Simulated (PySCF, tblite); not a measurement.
# C₄H₁₁BSSi: geometry, infrared bands and NMR shifts

Aim: predict the infrared bands and NMR shifts of C₄H₁₁BSSi (`C=CCBCS[SiH3]`).

Computed with tblite 0.8.0 and PySCF 2.14.0, with density-fitted response routines of our own, on a single molecule in the gas phase. Atoms count from 0, in the outputs and in this text.

## (1) Starting geometry

18 atoms, charge 0, multiplicity 1; geometry from: force field or distance geometry start.

Bonds of the start (Å): C0–C1 1.31, C1–C2 1.49, C2–B3 1.58, B3–C4 1.60, C4–S5 1.81, S5–Si6 2.14, C0–H7 1.08, C0–H8 1.10, C1–H9 1.11, C2–H10 1.12, C2–H11 1.12, B3–H12 1.19, C4–H13 1.12, C4–H14 1.09, Si6–H15 1.48, Si6–H16 1.48, Si6–H17 1.45.

## (2) Geometry optimisation with GFN2-xTB

The job: settings as JSON, then the geometry in Å.

```
{"job": {"kind": "relax", "xc": "GFN2-xTB", "basis": "xTB"}, "charge": 0, "multiplicity": 1}
C     -2.218200     1.904200    -0.372100
C     -1.923500     0.650600    -0.126200
C     -1.606300    -0.374900    -1.158100
B     -0.153000    -0.962500    -1.004600
C      0.429300    -1.382600     0.428700
S      2.206000    -1.615500     0.197500
Si     3.191700     0.220400    -0.270500
H     -2.286900     2.341100    -1.359400
H     -2.419900     2.541700     0.495300
H     -1.886600     0.326500     0.932000
H     -1.647300     0.189800    -2.128700
H     -2.397100    -1.164200    -1.178400
H      0.207800    -1.657900    -1.901500
H      0.039400    -2.372400     0.775900
H      0.291700    -0.592800     1.170200
H      4.292700     0.452400     0.693600
H      2.198600     1.303600    -0.101100
H      3.672800     0.198800    -1.633700
```

Run with:

```console
$ OMP_NUM_THREADS=1 python probes_run.py task.json out
```

One launch serves the whole session: the jobs run in the order shown.

**Question.** This job is followed by: GFN2-xTB harmonic vibrations, gas phase; GIAO PBE0/pcSseg-1 NMR shielding, non-relativistic, gas phase. What will the session give for the following? strongest single infrared mode (GFN2-xTB); zero-point energy (GFN2-xTB); 13C shifts against TMS (PBE0/pcSseg-1); 1H shifts against TMS (PBE0/pcSseg-1, means over atoms taken as alike); 11B shifts against BF3·OEt2 (PBE0/pcSseg-1); 33S shifts against CS2 (PBE0/pcSseg-1); 29Si shifts against TMS (PBE0/pcSseg-1); surface potential, 1st and 99th percentile.

As calculated:

```
                                                              quantity                                         value
                             strongest single infrared mode (GFN2-xTB)                          752 cm⁻¹, 259 km/mol
                                          zero-point energy (GFN2-xTB)                                 84.8 kcal/mol
                                13C shifts against TMS (PBE0/pcSseg-1)                  152.6, 123.0, 35.7, 27.3 ppm
1H shifts against TMS (PBE0/pcSseg-1, means over atoms taken as alike)  6.15, 5.20, 5.10, 4.66, 3.20, 2.43, 2.18 ppm
                           11B shifts against BF3·OEt2 (PBE0/pcSseg-1)                                      -2.6 ppm
                                33S shifts against CS2 (PBE0/pcSseg-1)                                      -340 ppm
                               29Si shifts against TMS (PBE0/pcSseg-1)                                     -42.5 ppm
                                 surface potential, 1st and 99th percentile                            -0.75 V and 1.50 V
```

In words: Over 248 steps the energy fell by 0.707 eV; of the close pairs, B3–S5 changed most, 2.727 to 2.078 Å. All 48 modes are real, so the xTB geometry is a minimum. The strongest single mode, at 752 cm⁻¹, is carried by H16, H15, H12, H17. GFN2-xTB is a fitted tight-binding method: band positions and strengths are rough. Its intensities can rank the bands wrongly. The most deshielded carbon is C1 (alkene CH), at 152.6 ppm: as expected for a trigonal carbon in a double bond. The most deshielded hydrogen is H9 (hydrogen on an alkene CH), at 6.15 ppm: a vinylic proton, deshielded by the sp2 carbon and the C=C anisotropy. At PBE0/pcSseg-1: The largest span, 481 ppm, is at S5, where the paramagnetic term is -215 ppm. By nearest atom (PBE0/pcSseg-1), the HOMO sits on C0 33 %; C1 24 % and the LUMO on Si6 20 %; S5 16 %.
